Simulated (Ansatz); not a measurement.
**InF₃: basis-set convergence**

Aim: see how fast density functionals converge with the basis set for InF₃.

Method: one geometry, several basis sets; program: Ansatz 0.2.0, Gaussian basis.

Plan: PBE0-D4/def2-SVP; ωB97M-V/def2-SVP; PBE0-D4/def2-QZVPP; ωB97M-V/def2-QZVPP; the functionals' def2-TZVPP values are taken from earlier runs.

### 1 Structure used throughout

An earlier PBE0-D4 in a triple-zeta def2 set relaxation fixed the geometry. In takes the def2 core potential; no spin-orbit term is included.

SMILES `[F][In]([F])[F]`, 4 atoms, charge 0, spin multiplicity 1.

Atoms are counted from 1 here; the program's logs count them from 0.

Bond lengths: F1–In2 1.918 Å, In2–F3 1.918 Å, In2–F4 1.918 Å. Angles: F1–In2–F3 120.0°, F1–In2–F4 120.0°, F3–In2–F4 120.0°.

### 2 PBE0-D4 in def2-SVP

in.yaml

```yaml
crystal:
  periodic: [false, false, false]
  atoms:
    - {symbol: F, position_ang: [-1.305657, -0.375485, 1.339823]}
    - {symbol: In, position_ang: [0.013932, -0.015074, -0.005127]}
    - {symbol: F, position_ang: [1.768078, -0.777134, 0.143748]}
    - {symbol: F, position_ang: [-0.420952, 1.107392, -1.498744]}
basis:
  gaussian: {orbitals: def2-SVP}
hamiltonian: {xc: pbe0, dispersion: d4}
output: {orbitals: {seedname: orbitals}}
```

After this run come: ωB97M-V in def2-SVP; PBE0-D4 in def2-QZVPP; ωB97M-V in def2-QZVPP.

Q: Predict the results of all the runs planned. Wanted: PBE0-D4: double and triple zeta above quadruple; ωB97M-V: double and triple zeta above quadruple.

As calculated:

```
                                       quantity           value
PBE0-D4: double and triple zeta above quadruple  11.40, 0.55 eV
ωB97M-V: double and triple zeta above quadruple  11.60, 0.52 eV
```

**Reading.** For PBE0-D4 the step from double to triple zeta gains 10.85 eV and the next only 0.55 eV. These are total energies; as a rule much of such shifts cancels in differences, which this series doesn't test.
